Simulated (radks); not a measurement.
**He⁺ in 1s1: an all-electron calculation**

What are the levels of the helium ion He+, how large are its shells, and how does its energy divide?

Method: scalar-relativistic Kohn-Sham, TASK exchange with Perdew-Wang LDA correlation, spin-polarised, spherical densities, finite nucleus; open shells are filled with parallel spins first. Code: radks (a radial shooting solver on a logarithmic mesh, Libxc functionals) version 1.

## Step 1: The system

| Item | Value |
| --- | --- |
| element | helium (Z = 2) |
| charge | +1 |
| electrons | 1 |
| configuration | 1s1 |
| nuclear rms radius | 1.6755 fm |

The outer shells:

He⁺
```
1s [↑ ]
```

## Step 2: The calculation

Input:

```text
Z 2
configuration 1s1 2s0 2p0
relativity scalar-relativistic
functional task,pw
spin polarised
nucleus finite rms 1.6755 fm
c 137.035999084
```

What does the calculation give?

**Answer**, as computed:

| quantity | value |
| --- | --- |
| total energy | -2.02974 hartree |
| exchange-correlation share of it | 32.26 % |
| −T/E | 0.9911 |
| highest occupied level | 1s up, -44.081 eV |
| most extended occupied level | 1s up, <r> = 0.751 bohr |
| radius at density 0.001 e/bohr³ | 1.97 bohr |
| maxima of the radial density | 1 |
| ionisation energy, NIST | 54.418 (theory) eV |

**Reading.** The radial density shows 1 maxima for 1 occupied principal shells. Minus the highest eigenvalue, 44.081 eV, is 81 % of the tabulated ionisation energy (54.418 eV); the potential of a semilocal functional falls off too fast, so its top eigenvalue is too shallow. 
